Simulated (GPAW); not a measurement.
Crystal: HPbNO4.

```xyz
7
Lattice="4.1992 0.1112 0.1682 1.9160 3.8913 0.1257 1.7609 1.2526 6.3727" Properties=species:S:1:pos:R:3 pbc="T T T"
H     6.1559    3.5396    4.2374
Pb    3.9410    4.7367    5.7714
N     2.1622    1.5295    2.0021
O     6.1170    3.6060    5.2180
O     2.2525    1.0554    0.8130
O     2.1821    0.7481    2.9790
O     2.0545    2.7723    2.1460
```

The cell was built by a generator and needn't be a form met in nature.

Base run:

| Quantity | Value |
| --- | --- |
| Program | GPAW 26.7.0 |
| Functional | PBE |
| Potentials or basis | GPAW PAW data sets (gpaw-data 1.2.1) |
| Cutoff | 800 eV |
| Basis | pw |
| k mesh | 7 × 7 × 5 |
| Occupations | fermi-dirac, width 0.05 eV |
| Spin | no spin polarisation |

Its results: band gap on the k mesh 2.81 eV, indirect (least direct gap 2.83 eV); pressure -0.3 GPa; largest force 0.094 eV/Å.

The run is repeated on the same cell with these changes: k mesh from 7 × 7 × 5 to 5 × 5 × 3. What comes out?

Band gap on the k mesh 2.86 eV, indirect (least direct gap 2.87 eV); pressure -0.3 GPa; largest force 0.094 eV/Å.

Caveats: spin-orbit coupling is left out, which as a rule narrows the gap of such compounds by several tenths of an eV; an odd mesh through Γ misses points on the zone boundary, where band edges often lie.
